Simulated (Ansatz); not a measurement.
# C2H9AlSi2: small, medium and large basis sets

An exercise on one series of results from a longer session: the logs are not shown, and one member is left open.

Computed with Ansatz 0.2.0, Gaussian basis. Level: one geometry, several basis sets.

The runs, in order: PBE0-D4/def2-SVP; ωB97M-V/def2-SVP; PBE0-D4/def2-QZVPP; ωB97M-V/def2-QZVPP; the functionals' def2-TZVPP values are taken from earlier runs.

## Structure used throughout

An earlier PBE0-D4 in a triple-zeta def2 set relaxation fixed the geometry.

SMILES `CC[SiH]1[AlH][SiH2]1`, 14 atoms, charge 0, spin multiplicity 1.

Atoms are counted from 1 here; the program's logs count them from 0.

Bond lengths: C1–C2 1.525 Å, C1–H6 1.093 Å, C1–H7 1.093 Å, C1–H8 1.093 Å, C2–Si3 1.886 Å, C2–H9 1.095 Å, C2–H10 1.094 Å, Si3–Al4 2.397 Å, Si3–Si5 2.327 Å, Si3–H11 1.508 Å, Al4–Si5 2.418 Å, Al4–H12 1.588 Å, Si5–H13 1.491 Å, Si5–H14 1.499 Å. Angles: C2–C1–H6 111.3°, C2–C1–H7 111.4°, C2–C1–H8 111.3°, H6–C1–H7 107.6°, H6–C1–H8 107.7°, H7–C1–H8 107.4°, C1–C2–Si3 113.3°, C1–C2–H9 110.8°, C1–C2–H10 110.9°, Si3–C2–H9 107.4°, Si3–C2–H10 107.6°, H9–C2–H10 106.4°, C2–Si3–Al4 145.2°, C2–Si3–Si5 132.3°, C2–Si3–H11 110.9°, Al4–Si3–Si5 61.5°, Al4–Si3–H11 92.8°, Si5–Si3–H11 101.7° and more.

Set-up of the first run:

in.yaml

```yaml
crystal:
  periodic: [false, false, false]
  atoms:
    - {symbol: C, position_ang: [0.326283, 1.399806, 1.946133]}
    - {symbol: C, position_ang: [0.625331, 1.217975, 0.462135]}
    - {symbol: Si, position_ang: [0.124611, -0.476585, -0.198273]}
    - {symbol: Al, position_ang: [-1.717206, -1.913988, -0.734294]}
    - {symbol: Si, position_ang: [-0.020276, -1.335477, -2.356511]}
    - {symbol: H, position_ang: [0.632690, 2.389958, 2.294318]}
    - {symbol: H, position_ang: [0.853437, 0.659236, 2.552600]}
    - {symbol: H, position_ang: [-0.741101, 1.290276, 2.153003]}
    - {symbol: H, position_ang: [1.694335, 1.345644, 0.261524]}
    - {symbol: H, position_ang: [0.105994, 1.972938, -0.135703]}
    - {symbol: H, position_ang: [0.867815, -1.574613, 0.519729]}
    - {symbol: H, position_ang: [-3.032999, -2.720636, -0.360568]}
    - {symbol: H, position_ang: [1.058902, -1.934747, -3.193462]}
    - {symbol: H, position_ang: [-0.790713, -0.348987, -3.181830]}
basis:
  gaussian: {orbitals: def2-SVP}
hamiltonian: {xc: pbe0, dispersion: d4}
output: {orbitals: {seedname: orbitals}}
```

The run is started by

```bash
$ ansatz run in.yaml --threads 4 --pin off --events-out ev --progress --plain --max-ram 10444MiB
```

Among the steps run: PBE0-D4 in def2-SVP; ωB97M-V in def2-SVP; PBE0-D4 in def2-QZVPP; ωB97M-V in def2-QZVPP.

One of the session's tables, all rows but one given; the rest of the session is left out.

It belongs to the step «Functionals by basis». 

| functional | basis | HOMO (eV) | LUMO (eV) |
| --- | --- | --- | --- |
| PBE0-D4 | def2-SVP | -6.06 | -2.08 |
| PBE0-D4 | def2-TZVPP | -6.03 | -2.08 |
| PBE0-D4 | def2-QZVPP | -6.03 | -2.09 |
| ωB97M-V | def2-SVP | ? | ? |
| ωB97M-V | def2-TZVPP | -7.89 | -0.39 |
| ωB97M-V | def2-QZVPP | -7.89 | -0.46 |

Estimate the missing values for ωB97M-V, def2-SVP.

**Answer.** HOMO (eV): -7.88; LUMO (eV): -0.33. In the column «HOMO (eV)» it lies between ωB97M-V, def2-QZVPP (-7.89) and PBE0-D4, def2-SVP (-6.06).
